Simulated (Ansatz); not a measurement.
**Ge(vinyl)2(NMe2)2 (C₈H₁₈GeN₂): inputs that go wrong**

Aim: try 2 inputs for Ge(vinyl)2(NMe2)2 (C₈H₁₈GeN₂) as typed, read how each ends, and find what has to change.

Computed with Ansatz 0.2.0, Gaussian basis. Level: the settings change from run to run.

### 1 The geometry

The structure was relaxed beforehand with PBE-D4/def2-SVP.

29 atoms, charge 0, spin multiplicity 1.

Atoms are counted from 1 here; the program's logs count them from 0.

Bond lengths: Ge1–C2 1.962 Å, Ge1–C7 1.952 Å, Ge1–N12 1.850 Å, Ge1–N21 1.870 Å, C2–C3 1.347 Å, C2–H4 1.106 Å, C3–H5 1.105 Å, C3–H6 1.105 Å, C7–C8 1.346 Å, C7–H9 1.105 Å, C8–H10 1.105 Å, C8–H11 1.104 Å, N12–C13 1.446 Å, N12–C14 1.446 Å, C13–H15 1.116 Å, C13–H16 1.108 Å, C13–H17 1.121 Å, C14–H18 1.109 Å and more. Angles: C2–Ge1–C7 111.9°, C2–Ge1–N12 108.2°, C2–Ge1–N21 112.7°, C7–Ge1–N12 108.8°, C7–Ge1–N21 105.9°, N12–Ge1–N21 109.3°, Ge1–C2–C3 123.5°, Ge1–C2–H4 117.7°, C3–C2–H4 118.7°, C2–C3–H5 122.2°, C2–C3–H6 122.1°, H5–C3–H6 115.7°, Ge1–C7–C8 122.2°, Ge1–C7–H9 118.2°, C8–C7–H9 119.6°, C7–C8–H10 120.8°, C7–C8–H11 122.4°, H10–C8–H11 116.8° and more.

### 2 Try 1

in.yaml

```yaml
crystal:
  periodic: [true, true, true]
  atoms:
    - {symbol: Ge, position_ang: [0.398577, -0.010502, 0.307714]}
    - {symbol: C, position_ang: [0.322693, -0.149506, 2.263467]}
    - {symbol: C, position_ang: [0.976766, 0.683996, 3.094668]}
    - {symbol: H, position_ang: [-0.264085, -0.980867, 2.697662]}
    - {symbol: H, position_ang: [1.577796, 1.533737, 2.723478]}
    - {symbol: H, position_ang: [0.941497, 0.566237, 4.192992]}
    - {symbol: C, position_ang: [2.236827, 0.004250, -0.349832]}
    - {symbol: C, position_ang: [2.581736, -0.550924, -1.527046]}
    - {symbol: H, position_ang: [3.007137, 0.504830, 0.264524]}
    - {symbol: H, position_ang: [1.829330, -1.062288, -2.153420]}
    - {symbol: H, position_ang: [3.617082, -0.527862, -1.910812]}
    - {symbol: N, position_ang: [-0.426586, 1.568217, -0.190844]}
    - {symbol: C, position_ang: [-1.515962, 2.141387, 0.567502]}
    - {symbol: C, position_ang: [-0.340728, 2.018748, -1.562636]}
    - {symbol: H, position_ang: [-1.445990, 3.255537, 0.584199]}
    - {symbol: H, position_ang: [-1.486112, 1.792595, 1.619100]}
    - {symbol: H, position_ang: [-2.528382, 1.890902, 0.155477]}
    - {symbol: H, position_ang: [0.557221, 1.596569, -2.057433]}
    - {symbol: H, position_ang: [-1.231147, 1.735390, -2.182111]}
    - {symbol: H, position_ang: [-0.256189, 3.130896, -1.611263]}
    - {symbol: N, position_ang: [-0.441577, -1.443902, -0.549796]}
    - {symbol: C, position_ang: [0.037249, -2.785330, -0.288359]}
    - {symbol: C, position_ang: [-1.866435, -1.367074, -0.792479]}
    - {symbol: H, position_ang: [-0.430779, -3.265765, 0.611701]}
    - {symbol: H, position_ang: [1.136011, -2.785867, -0.135068]}
    - {symbol: H, position_ang: [-0.174680, -3.459251, -1.152659]}
    - {symbol: H, position_ang: [-2.170310, -0.317226, -0.976952]}
    - {symbol: H, position_ang: [-2.147936, -1.960206, -1.695159]}
    - {symbol: H, position_ang: [-2.493044, -1.756730, 0.053405]}
basis:
  gaussian: {orbitals: def2-TZVP, fitting: {mean_field: def2-universal-jkfit}}
magnetization: {spin_polarized: true, initial_magnetization: 2}
hamiltonian: {xc: {name: wB97M-V}}
scf: {lower_state_search: full}
output: {forces: true}
```

Command:

```bash
ansatz run in.yaml --threads 2 --pin off --events-out ev --progress --plain --max-ram 32768MiB --backend cuda --devices 0, --max-vram 18GiB
```

The log of the run:

```text
Error: YAML parse error: error: line 2 column 3: crystal: missing field `lattice` (a structure is typed as `lattice` and `atoms`, a molecule's as `atoms` in Å alone, or read from a run's directory, `checkpoint`)
 --> <input>:2:3
  |
1 | crystal:
2 |   periodic: [true, true, true]
  |   ^ crystal: missing field `lattice` (a structure is typed as `lattice` and `atoms`, a molecule's as `atoms` in Å alone, or read from a run's directory, `checkpoint`)
3 |   atoms:
4 |     - {symbol: Ge, position_ang: [0.398577, -0.010502, 0.307714]}
  |
```

It took 0.05 s on 1 × H100 (card shared with other runs) with 2 threads of AMD EPYC 7R13, shared host.

Diagnosis: Refused before any calculation. The molecule is marked periodic without a cell. It also asks for charge 0 and multiplicity 3, another species or state than the molecule above. Fix: set periodic to false, or give a lattice, and set charge and spin to those of the species named.

### 3 Try 2

in.yaml

```yaml
crystal:
  periodic: [false, false, false]
  atoms:
    - {symbol: Ge, position_ang: [0.774288, -0.065321, 0.549797]}
    - {symbol: C, position_ang: [0.569476, -0.244560, 4.293811]}
    - {symbol: C, position_ang: [1.889878, 1.304927, 5.861015]}
    - {symbol: H, position_ang: [-0.465938, -1.962243, 5.038236]}
    - {symbol: H, position_ang: [3.007776, 3.062323, 5.123387]}
    - {symbol: H, position_ang: [1.704012, 1.125961, 7.873923]}
    - {symbol: C, position_ang: [4.266043, -0.058066, -0.740704]}
    - {symbol: C, position_ang: [4.875738, -1.058594, -2.977522]}
    - {symbol: H, position_ang: [5.795983, 1.043461, 0.403426]}
    - {symbol: H, position_ang: [3.451765, -2.071786, -4.081042]}
    - {symbol: H, position_ang: [6.834585, -1.089199, -3.575979]}
    - {symbol: N, position_ang: [-0.826853, 2.923123, -0.303934]}
    - {symbol: C, position_ang: [-2.912226, 4.124727, 1.172867]}
    - {symbol: C, position_ang: [-0.622163, 3.860282, -2.949407]}
    - {symbol: H, position_ang: [-2.771981, 6.108894, 1.203161]}
    - {symbol: H, position_ang: [-2.776517, 3.451407, 2.937427]}
    - {symbol: H, position_ang: [-4.772420, 3.645453, 0.409481]}
    - {symbol: H, position_ang: [1.066158, 3.022675, -3.938416]}
    - {symbol: H, position_ang: [-2.202256, 3.346781, -4.155358]}
    - {symbol: H, position_ang: [-0.530048, 5.906797, -3.073531]}
    - {symbol: N, position_ang: [-0.852143, -2.753585, -0.999842]}
    - {symbol: C, position_ang: [0.083817, -5.268547, -0.557712]}
    - {symbol: C, position_ang: [-3.492627, -2.501611, -1.458549]}
    - {symbol: H, position_ang: [-0.857020, -6.220989, 1.180180]}
    - {symbol: H, position_ang: [2.200901, -5.297347, -0.273159]}
    - {symbol: H, position_ang: [-0.239448, -6.541786, -2.231553]}
    - {symbol: H, position_ang: [-4.070541, -0.546212, -1.821735]}
    - {symbol: H, position_ang: [-4.081184, -3.731592, -3.158268]}
    - {symbol: H, position_ang: [-4.661069, -3.270586, 0.125372]}
basis:
  gaussian: {orbitals: def2-mTZVPP, point_charges: [{charge: 1.00, position_ang: [7.076, -0.059, 0.830]}]}
hamiltonian: {xc: {name: r2SCAN}}
scf: {lower_state_search: full}
output: {forces: true}
```

Launched as before.

The log of the run:

```text
Functional definition: r2SCAN
  name "r2SCAN"
  cite "Furness, Kaplan, Ning, Perdew & Sun, J. Phys. Chem. Lett. 11, 8208 (2020) doi:10.1021/acs.jpclett.0c02405"
  cite "Furness, Kaplan, Ning, Perdew & Sun, J. Phys. Chem. Lett. 11, 9248 (2020) doi:10.1021/acs.jpclett.0c03077"
  parent r2scan
  parameter k0 = 0.174
  parameter k1 = 0.065
  parameter a1 = 4.9479
  exchange = r2scan_x(k0 = k0, k1 = k1, a1 = a1)
  correlation = r2scan_c
3167 factors; their error is unknown
mean field evaluation 1: about -67767.1134 eV, gradient 2.0e2 eV
mean field evaluation 2: about -65957.7534 eV, gradient 4.3e2 eV
mean field evaluation 4: about -67043.3782 eV, gradient 3.0e2 eV
mean field evaluation 8: about -67924.2444 eV, gradient 8.3e1 eV
mean field evaluation 16: about -67973.8638 eV, gradient 4.9e0 eV
mean field evaluation 32: about -67974.0741 eV, gradient 2.1e-5 eV
mean field evaluation 64: about -67968.1462 eV, gradient 3.6e1 eV
mean field evaluation 96: about -67974.0579 eV, gradient 4.4e-1 eV
mean field evaluation 128: about -67973.0886 eV, gradient 9.7e0 eV
mean field evaluation 160: about -67972.7541 eV, gradient 1.3e1 eV
mean field evaluation 192: about -67973.9624 eV, gradient 2.9e-1 eV
mean field evaluation 224: about -67811.0671 eV, gradient 2.0e2 eV
mean field evaluation 256: about -67915.8054 eV, gradient 8.0e1 eV
mean field evaluation 288: about -67974.1145 eV, gradient 2.7e-2 eV
mean field evaluation 320: about -67966.8861 eV, gradient 3.3e1 eV
mean field evaluation 352: about -67974.0684 eV, gradient 1.9e0 eV
mean field evaluation 384: about -67972.3784 eV, gradient 1.6e1 eV
mean field evaluation 416: about -67973.3225 eV, gradient 1.1e1 eV
mean field -67974.11451534 eV, -2498.0026339290 hartree, gradient 2.7e-6 eV, S^2 0.000000; 22 other end points of the search recorded, 0 dependent functions left out
the calculation of the forces begins
reference -67974.11454293 eV, -2498.0026349429 hartree; 56, 56 occupied and 270, 270 virtual orbitals, 3167 factors
Total energy: -67974.11454293 eV, -2498.0026349429 hartree
Atom 0 at     0.774288    -0.065321     0.549797 Å, force    -0.699778     0.031270    -0.409878 eV/Å
Atom 1 at     0.569476    -0.244560     4.293811 Å, force    -0.382558    -0.701872     1.399017 eV/Å
Atom 2 at     1.889878     1.304927     5.861015 Å, force    -0.010156    -0.093182     0.899392 eV/Å
Atom 3 at    -0.465938    -1.962243     5.038236 Å, force     1.471904     2.282947    -0.729946 eV/Å
Atom 4 at     3.007776     3.062323     5.123387 Å, force    -1.384820    -1.948201     0.942403 eV/Å
Atom 5 at     1.704012     1.125961     7.873923 Å, force     0.286983     0.472532    -3.014862 eV/Å
Atom 6 at     4.266043    -0.058066    -0.740704 Å, force     1.597436    -0.411119    -0.918324 eV/Å
Atom 7 at     4.875738    -1.058594    -2.977522 Å, force     0.319157     0.075079     0.176982 eV/Å
Atom 8 at     5.795983     1.043461     0.403426 Å, force     0.035202    -1.938375    -0.622095 eV/Å
Atom 9 at     3.451765    -2.071786    -4.081042 Å, force     2.151996     1.306878     1.528189 eV/Å
Atom 10 at     6.834585    -1.089199    -3.575979 Å, force    -2.903388    -0.133434     0.710712 eV/Å
Atom 11 at    -0.826853     2.923123    -0.303934 Å, force    -0.340585     0.533604    -0.282073 eV/Å
Atom 12 at    -2.912226     4.124727     1.172867 Å, force    -1.347986     0.603978     1.341849 eV/Å
Atom 13 at    -0.622163     3.860282    -2.949407 Å, force    -0.253382     0.618205    -2.094663 eV/Å
Atom 14 at    -2.771981     6.108894     1.203161 Å, force    -0.127502    -3.303221    -0.076087 eV/Å
Atom 15 at    -2.776517     3.451407     2.937427 Å, force    -0.203414     1.251734    -3.320246 eV/Å
Atom 16 at    -4.772420     3.645453     0.409481 Å, force     2.784706     0.670724     1.116498 eV/Å
Atom 17 at     1.066158     3.022675    -3.938416 Å, force    -2.177387     1.094690     1.414511 eV/Å
Atom 18 at    -2.202256     3.346781    -4.155358 Å, force     2.304097     0.720445     1.889444 eV/Å
Atom 19 at    -0.530048     5.906797    -3.073531 Å, force    -0.100933    -3.038322     0.310496 eV/Å
Atom 20 at    -0.852143    -2.753585    -0.999842 Å, force    -0.556471    -0.488927     0.159102 eV/Å
Atom 21 at     0.083817    -5.268547    -0.557712 Å, force     0.484064    -1.416486     0.057630 eV/Å
Atom 22 at    -3.492627    -2.501611    -1.458549 Å, force    -1.557865    -0.163517    -0.060486 eV/Å
Atom 23 at    -0.857020    -6.220989     1.180180 Å, force     1.119280     1.167084    -2.069945 eV/Å
Atom 24 at     2.200901    -5.297347    -0.273159 Å, force    -2.745780     0.142719    -0.354081 eV/Å
Atom 25 at    -0.239448    -6.541786    -2.231553 Å, force     0.375677     1.767019     2.193737 eV/Å
Atom 26 at    -4.070541    -0.546212    -1.821735 Å, force     0.934889    -2.772102     0.540623 eV/Å
Atom 27 at    -4.081184    -3.731592    -3.158268 Å, force     0.836702     1.546960     2.074709 eV/Å
Atom 28 at    -4.661069    -3.270586     0.125372 Å, force     1.650984     1.088929    -2.100207 eV/Å
Dipole moment:    -3.275495    -0.106293     0.267776 e Å
```

It took 38 s on 1 × H100 (card shared with other runs) with 2 threads of AMD EPYC 7R13, shared host; peak host memory 1.1 GiB.

Diagnosis: It ended without an error, which proves nothing about the input. The coordinates are in bohr but typed as ångström. The shortest distance is 1.89 Å (C13–H16), against 1.10 Å in the relaxed molecule. Its energy is no property of the relaxed molecule. Fix: take the coordinates from the file in ångström, and remove the point charge.

### 4 How the tries ended

```
try               level      ended                                              cause    time
  1   wB97M-V/def2-TZVP    refused     the molecule is marked periodic without a cell  0.05 s
  2  r2SCAN/def2-mTZVPP  converged  the coordinates are in bohr but typed as ångström    38 s
```

1 refused, 1 converged. A refusal costs next to no computing time. The dangerous case is the input that converges on a wrong geometry, charge, spin, basis or grid: often only a look at the input shows it.
